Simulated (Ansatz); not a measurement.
# NaMgF3, space group Pm-3m: a calculation of the elastic constants

Program: Ansatz 0.2.0 through its Python package.

Run as a notebook:

```python
import ansatz
import numpy as np
```

```python
cell = (
    ansatz.Lattice.of([3.876, 0.0, 0.0], [0.0, 3.876, 0.0], [0.0, 0.0, 3.876])
    .atom("Na", [0.0, 0.0, 0.0])
    .atom("Mg", [0.5, 0.5, 0.5])
    .atom("F", [0.5, 0.5, 0.0])
    .atom("F", [0.0, 0.5, 0.5])
    .atom("F", [0.5, 0.0, 0.5])
)
```

```python
len(cell.resolved().sites)
```

    5

```python
calculation = (
    cell.calculation()
    .functional(ansatz.Functional.LDA)
    .basis(450)
    .pseudopotentials("paw")
    .occupations("Fixed")
    .scf(tolerance=1e-10)
    .kpoints(6, 6, 6)
)
out = calculation.elastic("clamped_ion").run()
elastic = out.elastic
```

```python
print(np.array2string(np.round(elastic.c_gpa, 1) + 0.0, suppress_small=True))
print("Voigt stress of the unstrained cell (GPa, tension positive):", np.round(elastic.sigma0_gpa, 3) + 0.0)
print("smallest eigenvalue of C:", round(elastic.stability.min_eigenvalue_gpa, 1), "GPa; tensor positive definite:", elastic.stability.min_eigenvalue_gpa > 0)
if elastic.stability.min_eigenvalue_gpa > 0:
    m = elastic.moduli
    anisotropy = 5 * m.g_voigt_gpa / m.g_reuss_gpa + m.k_voigt_gpa / m.k_reuss_gpa - 6
    print(f"Voigt K {m.k_voigt_gpa:.1f} G {m.g_voigt_gpa:.1f}; Reuss K {m.k_reuss_gpa:.1f} G {m.g_reuss_gpa:.1f}; universal anisotropy index {anisotropy:.3f}")
```

    [[155.2  31.9  31.9   0.    0.    0. ]
     [ 31.9 155.2  31.9   0.    0.    0. ]
     [ 31.9  31.9 155.2   0.    0.    0. ]
     [  0.    0.    0.   36.2   0.    0. ]
     [  0.    0.    0.    0.   36.2   0. ]
     [  0.    0.    0.    0.    0.   36.2]]
    Voigt stress of the unstrained cell (GPa, tension positive): [2.812 2.812 2.812 0.    0.    0.   ]
    smallest eigenvalue of C: 36.2 GPa; tensor positive definite: True
    Voigt K 73.0 G 46.4; Reuss K 73.0 G 43.4; universal anisotropy index 0.349

What to keep in mind:
- The Fermi level of a run with fixed occupations marks the highest occupied state on its mesh, not mid-gap.
- A positive definite tensor excludes instabilities under uniform strain alone; phonons elsewhere in the zone can still be imaginary.
- Of the deposited cell: it was measured well above room temperature.
- The cell stands under -2.8 GPa at these settings.
- These are clamped-ion constants: where atoms have free coordinates under strain, the relaxed-ion ones can be far smaller or negative, so this tensor doesn't settle whether the crystal is stable.
- The structure is a deposited one; some such entries were measured under pressure or heat, so a shift against it needn't be the functional's error alone.
- The constants belong to the cell that was strained; where it wasn't relaxed first it may be under stress.
- The whole script took 21 s on 1 thread of Arm Neoverse V2, with other jobs on the host, peak memory 0.42 GiB.
